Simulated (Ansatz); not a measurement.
# FGe2H5S: basis-set convergence

How large a basis does FGe2H5S need? Two functionals are run in growing sets.

The runs use Ansatz 0.2.0, Gaussian basis; one geometry, several basis sets.

Plan: PBE0-D4/def2-SVP; ωB97M-V/def2-SVP; PBE0-D4/def2-QZVPP; ωB97M-V/def2-QZVPP; the functionals' def2-TZVPP values are taken from earlier runs.

## 1. The geometry

An earlier PBE0-D4 in a triple-zeta def2 set relaxation fixed the geometry.

9 atoms, charge 0, spin multiplicity 1.

Atoms are counted from 1 here; the program's logs count them from 0.

Bond lengths: F1–Ge2 1.744 Å, Ge2–S3 2.194 Å, Ge2–H5 1.534 Å, Ge2–H6 1.532 Å, S3–Ge4 2.235 Å, Ge4–H7 1.536 Å, Ge4–H8 1.532 Å, Ge4–H9 1.533 Å. Angles: F1–Ge2–S3 108.3°, F1–Ge2–H5 104.4°, F1–Ge2–H6 107.1°, S3–Ge2–H5 112.5°, S3–Ge2–H6 108.8°, H5–Ge2–H6 115.3°, Ge2–S3–Ge4 98.3°, S3–Ge4–H7 108.6°, S3–Ge4–H8 109.8°, S3–Ge4–H9 105.5°, H7–Ge4–H8 110.7°, H7–Ge4–H9 111.1°, H8–Ge4–H9 111.0°.

## 2. PBE0-D4 in def2-SVP

The input, in.yaml:

```yaml
crystal:
  periodic: [false, false, false]
  atoms:
    - {symbol: F, position_ang: [1.000510, 1.675974, -1.149448]}
    - {symbol: Ge, position_ang: [-0.626168, 1.047961, -1.140806]}
    - {symbol: S, position_ang: [-0.521916, -1.128097, -0.881472]}
    - {symbol: Ge, position_ang: [0.533825, -1.168782, 1.088157]}
    - {symbol: H, position_ang: [-1.299941, 1.747989, 0.046568]}
    - {symbol: H, position_ang: [-1.234819, 1.352905, -2.512705]}
    - {symbol: H, position_ang: [0.032334, 0.008337, 1.938509]}
    - {symbol: H, position_ang: [2.047227, -1.071507, 0.867720]}
    - {symbol: H, position_ang: [0.157449, -2.510976, 1.726277]}
basis:
  gaussian: {orbitals: def2-SVP}
hamiltonian: {xc: pbe0, dispersion: d4}
output: {orbitals: {seedname: orbitals}}
```

Started as:

```console
$ ansatz run in.yaml --threads 4 --pin off --events-out ev --progress --plain --max-ram 10444MiB
```

The runs that follow: ωB97M-V in def2-SVP; PBE0-D4 in def2-QZVPP; ωB97M-V in def2-QZVPP.

Q: Predict the results of all the runs planned. Wanted: PBE0-D4: double and triple zeta above quadruple; ωB97M-V: double and triple zeta above quadruple.

The runs gave:

| quantity | value |
| --- | --- |
| PBE0-D4: double and triple zeta above quadruple | 24.49, 2.94 eV |
| ωB97M-V: double and triple zeta above quadruple | 24.43, 2.86 eV |

What this shows: For PBE0-D4 the step from double to triple zeta gains 21.55 eV and the next only 2.94 eV. Total energies overstate the basis error of differences, where much of it tends to cancel. The LUMO of ωB97M-V is positive and keeps falling with the basis (1.72 to 1.06 eV): an unbound level that the basis holds in place.
